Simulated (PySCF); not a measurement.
# CH7FGe2: the cost of one run

Programs: PySCF 2.14.0, with density-fitted response routines of our own. Each step states its level of theory. These are calculated values for one molecule in the gas phase, unless marked as measured. Atoms count from 0, in the outputs and in this text.

## (1) The molecule as given

11 atoms, charge 0, multiplicity 1; geometry from: PBE0-D3(BJ)/def2-SVP.

Bonds of the start (Å): F0–C1 1.39, C1–Ge2 1.97, C1–Ge3 1.97, C1–H4 1.10, Ge2–H5 1.54, Ge2–H6 1.54, Ge2–H7 1.54, Ge3–H8 1.54, Ge3–H9 1.54, Ge3–H10 1.54.

## (2) Core holes by ΔSCF: SCAN, X2C

What the job is given:

```
{"job": {"kind": "xps"}, "charge": 0, "multiplicity": 1}
F     -0.105423    -1.902954     0.397285
C     -0.104419    -0.713749    -0.327012
Ge     1.678297     0.114910    -0.151497
Ge    -1.600453     0.400201     0.320088
H     -0.279298    -0.956858    -1.390289
H      1.723789     1.399952    -1.000002
H      1.928402     0.459048     1.326131
H      2.748417    -0.875355    -0.641034
H     -1.355002     0.764280     1.793774
H     -1.681289     1.684176    -0.527384
H     -2.911085    -0.394464     0.193338
```

Level: delta-SCF UKS SCAN, pcX-2 on the ionised atom, pcseg-1 elsewhere, spin-free X2C.

On the command line:

```
$ OMP_NUM_THREADS=1 python probes_run.py task.json out
```

One launch serves the whole session: the jobs run in the order shown.

**Question.** How long does this first job take on 1 thread of Arm Neoverse V1, shared host, and how much memory does it need?

About 11 s, with a peak of 0.53 GiB.
